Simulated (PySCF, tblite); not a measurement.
# C₄H₉B: a rotation path, then NMR shifts and spin-spin couplings on frames, part 3 of 3

tblite 0.8.0 and PySCF 2.14.0. Atoms count from 0. The steps go on from the part before.

### 10 Spin-spin couplings: image 6, B3LYP/pcJ-1

What the job is given:

```
{"job": {"kind": "j", "xc": "B3LYP", "basis": "pcJ-1"}, "charge": 0, "multiplicity": 1}
B     -1.798100     1.087500     0.181600
C     -1.258800    -0.377200     0.048500
C      0.155500    -0.654500     0.598300
C      1.178800    -0.522000    -0.482500
C      2.175100     0.342600    -0.492000
H     -2.866200     1.336600    -0.227100
H     -1.171700     1.922600     0.708400
H     -1.289200    -0.670700    -1.007400
H     -1.978000    -1.050300     0.529500
H      0.386700     0.035200     1.410700
H      0.204200    -1.672600     0.997400
H      1.051500    -1.207000    -1.312300
H      2.877400     0.393000    -1.307000
H      2.332100     1.036300     0.316900
```

With the program's defaults for keys left out, this is: B3LYP/pcJ-1 indirect spin-spin coupling, non-relativistic, gas phase.

What it wrote:

```text
coarse grid: 11016 points
cycle   1  E = -182.5693872051  dE =  2.308e-01  |g| = 4.428e-01  |ddm| = 2.827e+00
cycle   2  E = -182.5577761540  dE =  1.161e-02  |g| = 4.938e-01  |ddm| = 7.933e-01
cycle   3  E = -182.6225584063  dE = -6.478e-02  |g| = 3.665e-02  |ddm| = 4.459e-01
cycle   4  E = -182.6226994472  dE = -1.410e-04  |g| = 2.768e-02  |ddm| = 5.362e-02
cycle   5  E = -182.6228761713  dE = -1.767e-04  |g| = 8.584e-03  |ddm| = 2.580e-02
cycle   6  E = -182.6228940260  dE = -1.785e-05  |g| = 2.061e-03  |ddm| = 7.141e-03
cycle   7  E = -182.6228950092  dE = -9.832e-07  |g| = 4.139e-04  |ddm| = 1.659e-03
final grid: 104392 points
cycle   8  E = -182.6630259005  dE = -9.860e-05  |g| = 5.959e-03  |ddm| = 2.101e-02
cycle   9  E = -182.6630222438  dE =  3.657e-06  |g| = 6.966e-03  |ddm| = 1.058e-02
cycle  10  E = -182.6630348518  dE = -1.261e-05  |g| = 8.647e-04  |ddm| = 6.029e-03
cycle  11  E = -182.6630349131  dE = -6.133e-08  |g| = 7.065e-04  |ddm| = 1.109e-03
cycle  12  E = -182.6630350384  dE = -1.252e-07  |g| = 7.164e-05  |ddm| = 5.133e-04
cycle  13  E = -182.6630350395  dE = -1.192e-09  |g| = 1.824e-05  |ddm| = 6.406e-05
cycle  14  E = -182.6630350396  dE = -7.623e-11  |g| = 4.785e-06  |ddm| = 1.867e-05
converged SCF energy = -182.6630350396

Indirect spin-spin couplings (Hz)
  i      j    bonds     total        FC       PSO       DSO        SD
  0 B    1 C    1     50.037    52.447    -2.811     0.151     0.250
  0 B    2 C    2     -0.963    -0.762    -0.148    -0.017    -0.037
  0 B    3 C    3      0.242     0.237     0.028    -0.018    -0.005
  0 B    5 H    1    128.284   129.282    -1.883     0.332     0.554
  0 B    6 H    1    131.798   132.836    -1.980     0.376     0.565
  0 B    7 H    2     -4.159    -3.992    -0.044    -0.308     0.184
  0 B    8 H    2     -3.436    -3.331     0.025    -0.322     0.193
  0 B    9 H    3      7.066     7.375    -0.364     0.088    -0.032
  0 B   10 H    3      7.095     7.179     0.434    -0.519     0.001
  1 C    2 C    1     33.155    32.814     0.151     0.189         -
  1 C    3 C    2     -2.067    -1.865    -0.224     0.021         -
  1 C    4 C    3      3.859     3.805     0.107    -0.054         -
  1 C    5 H    2      5.871     6.356    -0.312    -0.173         -
  1 C    6 H    2      3.273     3.761    -0.315    -0.173         -
  1 C    7 H    1    120.898   118.649     1.479     0.770         -
  1 C    8 H    1    117.917   115.611     1.576     0.729         -
  1 C    9 H    2     -1.200    -1.257     0.215    -0.159         -
  1 C   10 H    2     -5.559    -5.602     0.227    -0.184         -
  1 C   11 H    3      3.296     3.275     0.036    -0.014         -
  1 C   12 H    4     -1.609    -1.609     0.275    -0.275         -
  1 C   13 H    4     -1.752    -1.717     0.127    -0.162         -
  2 C    3 C    1     42.339    43.636    -1.502     0.206         -
  2 C    4 C    2      0.896     1.281    -0.333    -0.051         -
  2 C    5 H    3      9.388     9.431     0.259    -0.302         -
  2 C    6 H    3      7.353     7.365    -0.071     0.059         -
  2 C    7 H    2     -3.068    -3.233     0.291    -0.126         -
  2 C    8 H    2     -2.656    -2.673     0.165    -0.148         -
  2 C    9 H    1    135.724   134.069     0.791     0.865         -
  2 C   10 H    1    132.440   130.618     1.000     0.822         -
  2 C   11 H    2      4.854     5.020     0.074    -0.240         -
  2 C   12 H    3     12.140    12.242     0.389    -0.491         -
  2 C   13 H    3      7.875     8.035    -0.140    -0.020         -
  3 C    4 C    1     77.803    87.567    -9.905     0.141         -
  3 C    5 H    4     -0.272    -0.281     0.187    -0.178         -
  3 C    7 H    3      7.577     7.529    -0.190     0.238         -
  3 C    8 H    3      6.085     6.127     0.313    -0.354         -
  3 C    9 H    2     -4.032    -3.673    -0.213    -0.145         -
  3 C   10 H    2     -7.777    -7.693     0.030    -0.115         -
  3 C   11 H    1    156.715   155.681     0.209     0.825         -
  3 C   12 H    2     -0.967     0.874    -1.284    -0.558         -
  3 C   13 H    2     -1.307     0.644    -1.416    -0.535         -
  4 C    5 H    5      0.163     0.177     0.153    -0.168         -
  4 C    9 H    3      7.067     7.409    -0.349     0.006         -
  4 C   10 H    3      6.898     7.026     0.285    -0.413         -
  4 C   11 H    2      1.661     3.409    -1.193    -0.555         -
  4 C   12 H    1    162.409   161.283     0.576     0.550         -
  4 C   13 H    1    161.126   160.029     0.509     0.589         -
  5 H    6 H    2      5.418     5.694     1.932    -2.208         -
  5 H    7 H    3      1.037     1.139     0.409    -0.510         -
  5 H    8 H    3      0.841     0.941     0.450    -0.550         -
  5 H   10 H    4      0.668     0.735     1.288    -1.355         -
  6 H    7 H    3      1.566     1.739     1.589    -1.762         -
  6 H    8 H    3      1.204     1.369     1.585    -1.750         -
  6 H    9 H    4     -0.215    -0.265    -1.289     1.339         -
  6 H   10 H    4     -0.153    -0.090     1.254    -1.317         -
  6 H   13 H    6      0.199     0.186    -0.631     0.644         -
  7 H    8 H    2    -23.343   -23.554     2.207    -1.996         -
  7 H    9 H    3     10.710    10.774     2.584    -2.648         -
  7 H   10 H    3      0.498     0.604     1.188    -1.294         -
  7 H   11 H    4     -0.169    -0.270    -1.487     1.588         -
  7 H   13 H    5     -0.188    -0.086     0.919    -1.022         -
  8 H    9 H    3      0.610     0.718     1.337    -1.445         -
  8 H   10 H    3     10.507    10.551    -0.391     0.347         -
  8 H   11 H    4     -0.241    -0.174     0.925    -0.992         -
  9 H   10 H    2    -12.915   -13.047     2.369    -2.236         -
  9 H   11 H    3     11.140    11.278     2.793    -2.931         -
  9 H   12 H    4     -0.329    -0.150     1.535    -1.715         -
  9 H   13 H    4     -0.566    -0.558    -1.531     1.523         -
 10 H   11 H    3      4.653     4.706     0.512    -0.565         -
 10 H   12 H    4     -2.473    -2.343     1.555    -1.686         -
 10 H   13 H    4     -2.846    -2.701     1.092    -1.237         -
 11 H   12 H    3     11.343    11.820     0.232    -0.709         -
 11 H   13 H    3     17.512    18.069     2.821    -3.379         -
 12 H   13 H    2      0.625     0.379     3.847    -3.602         -
```

Wall time 26 s (1 thread of Arm Neoverse V1, shared host); peak memory 0.89 GiB.

Key values: J(C4,H12) 162.4 Hz, J(C4,H13) 161.1 Hz, J(C3,H11) 156.7 Hz (means over like pairs).

### 11 Nuclear shieldings: image 8, PBE0/pcSseg-1

What the job is given:

```
{"job": {"kind": "nmr", "xc": "PBE0", "basis": "pcSseg-1", "pop": false}, "charge": 0, "multiplicity": 1}
B     -1.644700     1.073200    -0.032000
C     -1.296800    -0.442100     0.177200
C      0.152100    -0.770600     0.571200
C      1.105600    -0.395500    -0.516900
C      2.113500     0.444600    -0.379300
H     -2.728500     1.363600    -0.364000
H     -0.851700     1.911200     0.151300
H     -1.550200    -1.002200    -0.729300
H     -1.968700    -0.847200     0.942400
H      0.412800    -0.241500     1.489000
H      0.242600    -1.845600     0.762200
H      0.915500    -0.863100    -1.475400
H      2.772500     0.689800    -1.195200
H      2.325500     0.925000     0.561800
```

With the program's defaults for keys left out, this is: GIAO PBE0/pcSseg-1 NMR shielding, non-relativistic, gas phase.

What it wrote:

```text
coarse grid: 11016 points
cycle   1  E = -182.3084531872  dE =  3.010e-01  |g| = 3.718e-01  |ddm| = 3.091e+00
cycle   2  E = -182.3086464207  dE = -1.932e-04  |g| = 3.838e-01  |ddm| = 6.649e-01
cycle   3  E = -182.3479960474  dE = -3.935e-02  |g| = 2.688e-02  |ddm| = 3.514e-01
cycle   4  E = -182.3480870404  dE = -9.099e-05  |g| = 1.920e-02  |ddm| = 3.994e-02
cycle   5  E = -182.3481731397  dE = -8.610e-05  |g| = 6.146e-03  |ddm| = 1.905e-02
cycle   6  E = -182.3481825154  dE = -9.376e-06  |g| = 1.404e-03  |ddm| = 5.301e-03
final grid: 104392 points
cycle   7  E = -182.3770559504  dE = -3.178e-05  |g| = 7.149e-03  |ddm| = 2.273e-02
cycle   8  E = -182.3770536747  dE =  2.276e-06  |g| = 7.846e-03  |ddm| = 1.262e-02
cycle   9  E = -182.3770697260  dE = -1.605e-05  |g| = 4.534e-04  |ddm| = 6.557e-03
cycle  10  E = -182.3770697710  dE = -4.507e-08  |g| = 1.852e-04  |ddm| = 5.047e-04
cycle  11  E = -182.3770697788  dE = -7.745e-09  |g| = 7.034e-05  |ddm| = 1.922e-04
cycle  12  E = -182.3770697800  dE = -1.209e-09  |g| = 2.036e-05  |ddm| = 6.720e-05
cycle  13  E = -182.3770697801  dE = -1.043e-10  |g| = 2.163e-06  |ddm| = 1.908e-05
converged SCF energy = -182.3770697801

GIAO shielding tensors (ppm)
atom      isotropic    diamagn.    paramagn.     s11        s22        s33       span
  0 B        7.508     192.230    -184.722    -74.277    -32.678    129.480    203.757
  1 C      152.220     251.410     -99.191    120.087    158.119    178.453     58.367
  2 C      149.176     246.752     -97.575    141.352    146.384    159.792     18.440
  3 C       37.446     257.260    -219.814    -86.455     46.036    152.757    239.212
  4 C       64.845     253.858    -189.013    -45.556     83.406    156.685    202.240
  5 H       23.609      29.674      -6.065     15.933     26.807     28.088     12.155
  6 H       23.571      30.184      -6.613     14.405     27.138     29.170     14.765
  7 H       29.911      30.970      -1.060     25.042     29.569     35.121     10.080
  8 H       29.954      29.892       0.062     24.532     29.132     36.197     11.665
  9 H       29.461      32.305      -2.844     26.159     28.870     33.353      7.194
 10 H       29.114      30.325      -1.211     24.847     28.256     34.238      9.391
 11 H       25.778      32.352      -6.574     23.372     25.203     28.760      5.388
 12 H       26.374      29.486      -3.112     23.545     25.535     30.042      6.496
 13 H       26.176      31.527      -5.350     22.846     25.802     29.880      7.034
```

It took 8.5 s on 1 thread of Arm Neoverse V1, shared host; peak memory 0.63 GiB.

This run: δ C3 149.5, C4 122.1, C2 37.7, C1 34.7, H6 8.15, H5 8.11 ppm.

### 12 Indirect couplings: image 8, B3LYP/pcJ-1

The job, as its differences from that of step 11:

```diff
@@ -1,2 +1,2 @@
-{"job": {"kind": "nmr", "xc": "PBE0", "basis": "pcSseg-1", "pop": false}, "charge": 0, "multiplicity": 1}
+{"job": {"kind": "j", "xc": "B3LYP", "basis": "pcJ-1"}, "charge": 0, "multiplicity": 1}
 B     -1.644700     1.073200    -0.032000
```

Method: B3LYP/pcJ-1 indirect spin-spin coupling, non-relativistic, gas phase.

What it wrote:

```text
coarse grid: 11016 points
cycle   1  E = -182.5710978887  dE =  2.337e-01  |g| = 4.439e-01  |ddm| = 2.823e+00
cycle   2  E = -182.5586349340  dE =  1.246e-02  |g| = 4.981e-01  |ddm| = 7.986e-01
cycle   3  E = -182.6245272854  dE = -6.589e-02  |g| = 3.804e-02  |ddm| = 4.515e-01
cycle   4  E = -182.6246399676  dE = -1.127e-04  |g| = 3.130e-02  |ddm| = 5.609e-02
cycle   5  E = -182.6248713837  dE = -2.314e-04  |g| = 8.457e-03  |ddm| = 2.759e-02
cycle   6  E = -182.6248887020  dE = -1.732e-05  |g| = 1.964e-03  |ddm| = 6.977e-03
cycle   7  E = -182.6248895940  dE = -8.919e-07  |g| = 3.913e-04  |ddm| = 1.652e-03
final grid: 104392 points
cycle   8  E = -182.6645391233  dE = -9.692e-05  |g| = 5.873e-03  |ddm| = 2.133e-02
cycle   9  E = -182.6645352835  dE =  3.840e-06  |g| = 6.914e-03  |ddm| = 1.037e-02
cycle  10  E = -182.6645476657  dE = -1.238e-05  |g| = 9.407e-04  |ddm| = 6.007e-03
cycle  11  E = -182.6645477525  dE = -8.685e-08  |g| = 7.303e-04  |ddm| = 1.153e-03
cycle  12  E = -182.6645478865  dE = -1.340e-07  |g| = 6.174e-05  |ddm| = 5.194e-04
cycle  13  E = -182.6645478874  dE = -8.800e-10  |g| = 1.732e-05  |ddm| = 5.871e-05
converged SCF energy = -182.6645478874

Indirect spin-spin couplings (Hz)
  i      j    bonds     total        FC       PSO       DSO        SD
  0 B    1 C    1     50.493    52.798    -2.733     0.154     0.274
  0 B    2 C    2     -1.212    -1.142    -0.039    -0.017    -0.014
  0 B    3 C    3      1.199     1.227    -0.002     0.018    -0.043
  0 B    4 C    4     -0.161    -0.166     0.003    -0.018     0.020
  0 B    5 H    1    127.973   129.019    -1.935     0.342     0.548
  0 B    6 H    1    132.452   133.457    -1.999     0.400     0.595
  0 B    7 H    2     -3.881    -3.689    -0.033    -0.320     0.161
  0 B    8 H    2     -3.410    -3.345     0.052    -0.317     0.200
  0 B    9 H    3      3.091     3.318    -0.165    -0.037    -0.025
  0 B   10 H    3      9.525     9.572     0.510    -0.574     0.017
  1 C    2 C    1     32.449    32.216     0.044     0.189         -
  1 C    3 C    2     -1.617    -1.415    -0.223     0.021         -
  1 C    4 C    3      3.995     3.935     0.117    -0.057         -
  1 C    5 H    2      5.990     6.462    -0.304    -0.168         -
  1 C    6 H    2      3.065     3.527    -0.300    -0.162         -
  1 C    7 H    1    121.202   118.941     1.503     0.759         -
  1 C    8 H    1    117.693   115.386     1.573     0.734         -
  1 C    9 H    2     -1.894    -1.962     0.224    -0.156         -
  1 C   10 H    2     -5.610    -5.633     0.207    -0.184         -
  1 C   11 H    3      3.300     3.253     0.042     0.005         -
  1 C   12 H    4     -1.335    -1.323     0.271    -0.283         -
  1 C   13 H    4     -1.569    -1.531     0.137    -0.175         -
  2 C    3 C    1     43.028    44.340    -1.519     0.208         -
  2 C    4 C    2      0.695     1.079    -0.335    -0.049         -
  2 C    5 H    3      8.798     8.835     0.270    -0.307         -
  2 C    6 H    3      6.590     6.572    -0.036     0.055         -
  2 C    7 H    2     -3.205    -3.308     0.233    -0.130         -
  2 C    8 H    2     -2.694    -2.727     0.169    -0.136         -
  2 C    9 H    1    134.445   132.747     0.832     0.866         -
  2 C   10 H    1    132.579   130.770     0.983     0.826         -
  2 C   11 H    2      5.228     5.394     0.074    -0.240         -
  2 C   12 H    3     12.220    12.318     0.393    -0.491         -
  2 C   13 H    3      8.014     8.171    -0.146    -0.012         -
  3 C    4 C    1     78.180    87.950    -9.912     0.142         -
  3 C    6 H    4      0.164     0.090    -0.064     0.139         -
  3 C    7 H    3      3.611     3.635    -0.101     0.077         -
  3 C    8 H    3     10.316    10.350     0.376    -0.411         -
  3 C    9 H    2     -3.925    -3.564    -0.215    -0.146         -
  3 C   10 H    2     -7.279    -7.210     0.047    -0.115         -
  3 C   11 H    1    156.381   155.327     0.222     0.831         -
  3 C   12 H    2     -0.889     0.942    -1.273    -0.558         -
  3 C   13 H    2     -1.331     0.622    -1.424    -0.529         -
  4 C    5 H    5      0.207     0.221     0.167    -0.181         -
  4 C    6 H    5      0.485     0.468    -0.103     0.120         -
  4 C    8 H    4      0.814     0.804     0.361    -0.351         -
  4 C    9 H    3      7.161     7.515    -0.366     0.012         -
  4 C   10 H    3      6.307     6.443     0.263    -0.399         -
  4 C   11 H    2      1.648     3.407    -1.205    -0.554         -
  4 C   12 H    1    162.187   161.082     0.553     0.552         -
  4 C   13 H    1    161.345   160.267     0.486     0.592         -
  5 H    6 H    2      5.330     5.603     1.904    -2.177         -
  5 H    7 H    3      1.477     1.580     0.404    -0.507         -
  5 H    8 H    3      0.681     0.776     0.505    -0.600         -
  5 H    9 H    4     -0.348    -0.226     0.965    -1.087         -
  5 H   10 H    4      1.049     1.108     1.352    -1.411         -
  6 H    7 H    3      2.632     2.810     1.606    -1.784         -
  6 H    8 H    3      0.921     1.078     1.545    -1.702         -
  6 H    9 H    4     -0.191    -0.175    -0.683     0.667         -
  6 H   10 H    4     -0.244    -0.186     1.489    -1.547         -
  6 H   13 H    6      0.224     0.215    -0.627     0.635         -
  7 H    8 H    2    -22.168   -22.383     2.285    -2.071         -
  7 H    9 H    3     13.702    13.766     2.755    -2.819         -
  7 H   10 H    3      4.083     4.159     0.331    -0.407         -
  7 H   11 H    4     -0.162    -0.217    -1.201     1.256         -
  8 H    9 H    3      2.391     2.481     0.445    -0.535         -
  8 H   10 H    3      4.983     5.075     0.136    -0.227         -
  8 H   13 H    5     -0.385    -0.314     0.883    -0.954         -
  9 H   10 H    2    -12.824   -12.956     2.380    -2.248         -
  9 H   11 H    3     11.417    11.556     2.794    -2.934         -
  9 H   12 H    4     -0.294    -0.116     1.538    -1.716         -
  9 H   13 H    4     -0.583    -0.583    -1.568     1.568         -
 10 H   11 H    3      3.931     3.992     0.606    -0.667         -
 10 H   12 H    4     -2.525    -2.393     1.553    -1.685         -
 10 H   13 H    4     -2.847    -2.702     1.022    -1.167         -
 11 H   12 H    3     11.290    11.762     0.253    -0.725         -
 11 H   13 H    3     17.466    18.023     2.812    -3.369         -
 12 H   13 H    2      0.561     0.318     3.814    -3.572         -
```

Run time: 26 s. Hardware: 1 thread of Arm Neoverse V1, shared host; peak memory 0.89 GiB.

Key values: J(C4,H12) 162.2 Hz, J(C4,H13) 161.3 Hz, J(C3,H11) 156.4 Hz (means over like pairs).

### 13 Run by run: NMR shifts

Shifts (ppm) of some atoms, chosen among heavy atoms and hydrogens apart, with basis size and wall time:

```
  frame     C3     C4    C2    C1    H8    H7    B0  functions   time
image 0  150.9  119.6  39.3  38.2  1.82  1.58  92.8        130   13 s
image 2  150.6  119.1  40.1  37.7  2.24  1.30  93.3        130  8.4 s
image 4  150.8  118.6  40.4  36.2  2.19  1.41  94.9        130  8.4 s
image 6  151.2  119.0  39.4  35.8  1.89  1.65  94.7        130  8.5 s
image 8  149.5  122.1  37.7  34.7  1.76  1.81  92.6        130  8.5 s
```

### 14 Run by run: spin-spin couplings

Couplings (Hz), each a mean over the pairs like the one named, with basis size and wall time:

```
  frame  C4–H12  C4–H13  C3–H11  C2–H9  B0–H5  C1–H7  C3–C4  functions  time
image 0   162.8   160.4   156.7  133.8  129.6  120.5   77.9        225  26 s
image 2   162.2   160.7   156.7  133.9  130.0  120.3   78.1        225  26 s
image 4   162.3   160.8   157.1  134.1  130.0  119.7   78.0        225  26 s
image 6   162.4   161.1   156.7  134.1  130.0  119.4   77.8        225  26 s
image 8   162.2   161.3   156.4  133.5  130.2  119.4   78.2        225  26 s
```

### 15 Results

What follows sums up all 3 parts.

| quantity | value |
| --- | --- |
| barrier | 0.104 eV (2.4 kcal/mol) at image 4 |
| end to end (GFN2-xTB) | 0.015 eV |
| ¹³C shifts against TMS (PBE0/pcSseg-1, image 0) | 150.9, 119.6, 39.3, 38.2 ppm |
| ¹H shifts against TMS (PBE0/pcSseg-1, image 0) | 8.13, 8.11, 6.19, 5.40, 5.22, 2.59, 2.33, 1.82, 1.58 ppm |
| ¹¹B shifts against BF3·OEt2 (PBE0/pcSseg-1, image 0) | 92.8 ppm |
| surface potential, 1st and 99th percentile | -0.70 V and 1.49 V |
| largest coupling of the table (B3LYP/pcJ-1, image 0) | ¹J(C,H) C4–H12, 162.8 Hz |
| range of the shift of C1 | 34.7 to 38.2 ppm |
| range of J(C4,H12), mean over like pairs | 162.2 to 162.8 Hz |

Along the band the dihedral turns by 116°, and the top (dihedral 238°) lies 2.4 kcal/mol above the start (GFN2-xTB, rough), so at room temperature this motion is fast. Ends this close can change order at a higher level. The top was not checked by a frequency run. Shifts at one fixed geometry are not the observed spectrum, which averages over the motion. In the first frame run (image 0): Shielding is most anisotropic at C3 (span 243 ppm, paramagnetic term -220 ppm). At PBE0/pcSseg-1, counted by nearest atom on the grid, the HOMO lies on C3, C4 about 35 % each, the LUMO on B0 53 %; H5, H6 about 16 % each. Of the pairs tabulated at B3LYP/pcJ-1, C4–H12 couples most strongly (162.8 Hz; Fermi contact 161.7 Hz). Across the 5 runs the shift of C1 moves most, between 34.7 (image 8) and 38.2 ppm (image 0). The coupling C4–H12, as a mean over pairs of its kind, runs from 162.2 Hz (image 8) to 162.8 Hz (image 0).
